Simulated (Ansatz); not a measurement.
# C2H6AlCl: the cost of one run

Program: Ansatz 0.2.0, driven from Python. The levels of theory stand in the script. These are calculated values, not measurements.

### Step 1. The structure

Bond lengths: Al1–C2 1.940 Å, C2–C3 1.501 Å, C3–Cl4 1.840 Å, Al1–H5 1.641 Å, Al1–H6 1.646 Å, C2–H7 1.112 Å, C2–H8 1.078 Å, C3–H9 1.146 Å, C3–H10 1.130 Å. Angles (14 of 15 angles, heavy atoms first): Al1–C2–C3 112.2°, C2–C3–Cl4 114.1°, Al1–C2–H7 110.1°, Al1–C2–H8 108.7°, C3–C2–H7 108.7°, C3–C2–H8 107.7°, C2–Al1–H5 121.9°, C2–Al1–H6 121.9°, C2–C3–H9 110.9°, C2–C3–H10 112.8°, Cl4–C3–H9 105.7°, Cl4–C3–H10 109.4°, H7–C2–H8 109.4°, H5–Al1–H6 116.3°.

No structure file is read: the coordinates are typed or built in the script.

### Step 2. Script

Contents of c2h6alcl.py:

```python
"""C2H6AlCl at several levels of theory."""

from pathlib import Path

import ansatz as az
import numpy as np

molecule = (
    az.Crystal.molecule()
    .atom("Al", (-1.4466, 0.5543, -0.5479))
    .atom("C", (-0.0973, -0.7267, 0.0004))
    .atom("C", (1.1327, -0.0575, 0.54))
    .atom("Cl", (2.1708, 0.7546, -0.7438))
    .atom("H", (-2.0046, 0.6178, -2.0896))
    .atom("H", (-2.0809, 1.6516, 0.5027))
    .atom("H", (0.1931, -1.3674, -0.8602))
    .atom("H", (-0.5053, -1.3444, 0.7843))
    .atom("H", (1.8175, -0.8174, 1.0561))
    .atom("H", (0.9036, 0.6839, 1.361))
)

model = molecule.calculation().basis(gaussian="cc-pVDZ")

print("functional    E (Ha)        dipole (D)   HOMO (eV)  LUMO (eV)")
for name in ["hf", "r2scan0", "pbe", "lda", "r2scan"]:
    report = model.functional(name).forces().orbitals().run(runs_dir="runs").report
    lines = Path(report["orbitals_path"]).read_text().splitlines()
    field_of = lambda key: [line.split("=")[1].strip() for line in lines if line.startswith(key)]
    orbitals = [(27.211386 * float(e), s, float(n)) for e, s, n in zip(field_of("Ene="), field_of("Spin="), field_of("Occup="))]
    homo = max(e for e, _, n in orbitals if n > 0.5)
    lumo = min(e for e, _, n in orbitals if n < 0.5)
    dipole = 4.803205 * np.linalg.norm(report["charge_distribution"]["dipole_moment_e_ang"])
    print(f"{name:10s} {report['free_energy_ev'] / 27.211386246:14.6f} {dipole:9.3f} {homo:11.3f} {lumo:10.3f}")
```

### Step 3. The input behind the calls

The engine receives this input (first run):

```yaml
crystal:
  periodic: [false, false, false]
  atoms:
    - { symbol: Al, position_ang: [-1.4466, 0.5543, -0.5479] }
    - { symbol: C, position_ang: [-0.0973, -0.7267, 0.0004] }
    - { symbol: C, position_ang: [1.1327, -0.0575, 0.54] }
    - { symbol: Cl, position_ang: [2.1708, 0.7546, -0.7438] }
    - { symbol: H, position_ang: [-2.0046, 0.6178, -2.0896] }
    - { symbol: H, position_ang: [-2.0809, 1.6516, 0.5027] }
    - { symbol: H, position_ang: [0.1931, -1.3674, -0.8602] }
    - { symbol: H, position_ang: [-0.5053, -1.3444, 0.7843] }
    - { symbol: H, position_ang: [1.8175, -0.8174, 1.0561] }
    - { symbol: H, position_ang: [0.9036, 0.6839, 1.361] }
basis:
  gaussian:
    orbitals: cc-pVDZ
hamiltonian:
  xc: hf
output:
  orbitals: {}
  forces: true
```

### Step 4. Launch

Command:

```console
> python c2h6alcl.py
```

**Question.** How long does this script take on 1 thread of Arm Neoverse V2, shared host, and how much memory does it need?

About 18 s, with a peak of 0.27 GiB.
